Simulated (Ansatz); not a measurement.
# H₄NO₃Ta: up Jacob's ladder to CCSD(T)

One table from this session's results is given with a row withheld; the runs are named, their logs left out.

Program: Ansatz 0.2.0, Gaussian basis. Level of theory: functionals in def2-TZVPP, the program's frozen cores in correlated methods. These are calculated values, not measurements.

Plan: LDA (SPW92), PBE-D4, revPBE-D4, BLYP-D4, r2SCAN-D4, B97M-V, PBE0-D4, B3LYP-D4, r2SCANh-D4, r2SCAN0-D4, HSE06-D4, BHLYP-D4, CAM-B3LYP-D4, LC-ωPBE, ωB97X-V, ωB97M-V, B2PLYP, PBE-QIDH; CCSD(T)/def2-SVP; CCSD(T)/def2-TZVPP; MP2/def2-QZVPP; extrapolation to the limit; RPA on PBE.

1 further run of the same task is left out (for a known fault of the program).

## The geometry

The geometry comes from an earlier relaxation with PBE0-D4 in a triple-zeta def2 set; it is a stationary point, not always the lowest conformer. Ta takes the def2 core potential; no spin-orbit term is included.

9 atoms, charge 0, spin multiplicity 1.

Atoms are counted from 1 here; the program's logs count them from 0.

Bond lengths: N1–Ta2 1.979 Å, N1–H6 1.009 Å, N1–H7 1.009 Å, Ta2–O3 1.721 Å, Ta2–O4 1.918 Å, Ta2–O5 1.914 Å, O4–H8 0.956 Å, O5–H9 0.957 Å. Angles: Ta2–N1–H6 125.6°, Ta2–N1–H7 124.1°, H6–N1–H7 110.2°, N1–Ta2–O3 105.6°, N1–Ta2–O4 112.6°, N1–Ta2–O5 109.1°, O3–Ta2–O4 108.0°, O3–Ta2–O5 111.7°, O4–Ta2–O5 109.8°, Ta2–O4–H8 133.2°, Ta2–O5–H9 130.0°.

The first run:

Contents of in.yaml:

```yaml
crystal:
  periodic: [false, false, false]
  atoms:
    - {symbol: N, position_ang: [0.901994, -0.427621, -1.273765]}
    - {symbol: Ta, position_ang: [0.038049, -0.042488, 0.464986]}
    - {symbol: O, position_ang: [1.209385, -0.437408, 1.663028]}
    - {symbol: O, position_ang: [-1.513193, -1.126976, 0.774541]}
    - {symbol: O, position_ang: [-0.442582, 1.808814, 0.528457]}
    - {symbol: H, position_ang: [0.523022, -0.200683, -2.181490]}
    - {symbol: H, position_ang: [1.812920, -0.849568, -1.371668]}
    - {symbol: H, position_ang: [-2.315892, -1.277794, 0.278300]}
    - {symbol: H, position_ang: [-0.125203, 2.507324, 1.100412]}
basis:
  gaussian: {orbitals: def2-TZVPP}
hamiltonian: {xc: lda}
output: {orbitals: {seedname: orbitals}}
```

Launch:

```sh
$ ansatz run in.yaml --threads 4 --pin off --events-out ev --progress --plain --max-ram 10444MiB
```

Steps of the session up to this table: LDA; PBE-D4 (GGA); revPBE-D4 (GGA); BLYP-D4 (GGA); r2SCAN-D4 (meta-GGA); B97M-V (meta-GGA); PBE0-D4 (hybrid); B3LYP-D4 (hybrid); r2SCANh-D4 (hybrid); r2SCAN0-D4 (hybrid); HSE06-D4 (hybrid); BHLYP-D4 (hybrid); CAM-B3LYP-D4 (range-separated); LC-ωPBE (range-separated); ωB97X-V (range-separated); ωB97M-V (range-separated); B2PLYP (double hybrid); PBE-QIDH (double hybrid).

One of the session's tables, all rows but one given; the rest of the session is left out.

It belongs to the step «Orbital energies across the functionals». 

| functional | HOMO (eV) | gap (eV) |
| --- | --- | --- |
| LDA (SPW92) | -6.75 | 5.40 |
| PBE-D4 | -6.52 | 5.42 |
| revPBE-D4 | -6.44 | 5.44 |
| BLYP-D4 | -6.41 | 5.34 |
| r2SCAN-D4 | -6.85 | 5.99 |
| B97M-V | -6.89 | 5.96 |
| PBE0-D4 | -7.99 | 7.69 |
| B3LYP-D4 | -7.74 | 7.12 |
| r2SCANh-D4 | ? | ? |
| r2SCAN0-D4 | -8.23 | 8.15 |
| HSE06-D4 | -7.58 | 6.92 |
| BHLYP-D4 | -9.37 | 9.61 |
| CAM-B3LYP-D4 | -9.45 | 9.85 |
| LC-ωPBE | -10.86 | 12.50 |
| ωB97X-V | -10.46 | 11.89 |
| ωB97M-V | -10.36 | 11.35 |

Estimate the missing values for r2SCANh-D4.

Worked estimate for «HOMO (eV)». Against the share of exact exchange, r2SCAN-D4 (0, -6.85), r2SCAN0-D4 (0.25, -8.23) give a slope of -5.52 per unit share; at 0.1 the line stands at -7.40.

As computed: HOMO (eV): -7.40; gap (eV): 6.86. In «HOMO (eV)» the line misses by 0.00.
